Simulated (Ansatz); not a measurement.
# MgZrC: the cost of one run

Computed with Ansatz 0.2.0 (DFT PBE, scalar-relativistic, plane waves, PAW, unless a step's input says otherwise).

## (1) The system as given

Symmetry: P-6m2, No. 187, hexagonal system. Conventional cell: a = 3.843 Å, b = 3.843 Å, c = 4.275 Å, α = 90.00°, β = 90.00°, γ = 120.00°. Mg (site symmetry -6m2) has 6 Zr at 3.08 Å and 6 C at 3.08 Å as nearest neighbours. Zr (site symmetry -6m2) has 3 C at 2.22 Å as nearest neighbours. C (site symmetry -6m2) has 3 Zr at 2.22 Å and 6 Mg at 3.08 Å as nearest neighbours.

Structure file:

```cif
data_structure
_symmetry_space_group_name_H-M 'P 1'
_symmetry_Int_Tables_number 1
_cell_length_a 3.8434
_cell_length_b 3.8434
_cell_length_c 4.2750
_cell_angle_alpha 90.000
_cell_angle_beta 90.000
_cell_angle_gamma 120.000
_cell_volume 54.69
loop_
_atom_site_label
_atom_site_type_symbol
_atom_site_fract_x
_atom_site_fract_y
_atom_site_fract_z
_atom_site_occupancy
Mg1 Mg 0.00000 0.00000 0.00000 1
Zr1 Zr 0.66667 0.33333 0.50000 1
C1 C 0.33333 0.66667 0.50000 1
```

The cell is invented: species swapped into a database cell of SrAlGe (P-6m2, No. 187), with Mg on the Sr sites, Zr on the Al sites and C on the Ge sites. The dimensions are guesses.

## (2) The guess as it stands, on a coarse mesh

File input.yaml:

```yaml
crystal:
  lattice:
    - [3.84341661, 0.0, 0.0]
    - [-1.92170831, 3.32849642, 0.0]
    - [0.0, 0.0, 4.27503563]
  atoms:
    - { symbol: Mg, position: [0.0, 0.0, 0.0] }
    - { symbol: Zr, position: [0.66666667, 0.33333333, 0.5] }
    - { symbol: C, position: [0.33333333, 0.66666667, 0.5] }
basis:
  ecutwfc: 420
kpoints:
  mp_grid: { grid: [6, 6, 4] }
hamiltonian:
  xc: pbe
scf:
  occupations: { method: gaussian, width: 0.1 }
  lower_state_search: "off"
output:
  forces: true
  stress: true
  eigenvalues: true
```

On the command line:

```sh
> ansatz run input.yaml --threads 1 --pin off --max-ram 2560MiB --backend cpu --events-out ev --progress --plain --runs-dir out
```

**Question.** How long does this run take on 1 thread of Arm Neoverse V1, shared host, and how much memory does it need?

About 2 s, with a peak of 0.31 GiB.
